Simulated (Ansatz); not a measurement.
Crystal: Cd2S.

```
Cd S
1.0
     3.96267    0.00000    0.00000
    -1.98134    3.43177    0.00000
     0.00000    0.00000    5.80919
Cd S
2 1
Direct
  0.33333 0.66667 0.93272
  0.66667 0.33333 0.57873
  0.33333 0.66667 0.36571
```

The cell comes from a database or a generator and needn't be the stable form of this composition.

Base run:

| Property | Result |
| --- | --- |
| Program | Ansatz 0.2.0 |
| Functional | r2SCAN |
| Potentials or basis | Ansatz PAW |
| Cutoff | 500 eV (not typed: the program's choice for these potentials) |
| k mesh | 8 × 8 × 5 |
| Occupations | fermi-dirac, width 0.05 eV |
| Spin | no spin polarisation |

Its results: pressure -1.7 GPa; largest force 0.034 eV/Å.

After a change of settings the same cell gave: pressure -4.9 GPa; largest force 0.169 eV/Å. Which change was it?
A. functional from r2SCAN to PBEsol; cutoff from 500 eV (not typed: the program's choice for these potentials) to 420 eV (not typed: the program's choice for these potentials)
B. functional from r2SCAN to LDA; cutoff from 500 eV (not typed: the program's choice for these potentials) to 420 eV (not typed: the program's choice for these potentials)
C. functional from r2SCAN to PBE0; cutoff from 500 eV (not typed: the program's choice for these potentials) to 420 eV (not typed: the program's choice for these potentials); k mesh from 8 × 8 × 5 to 4 × 4 × 4

B.

Caveats: the PAW data sets come from PBE, with cores solved anew for the run's functional, which leaves a small shift of forces and pressure.

Runs at the PBE level aren't shown here.
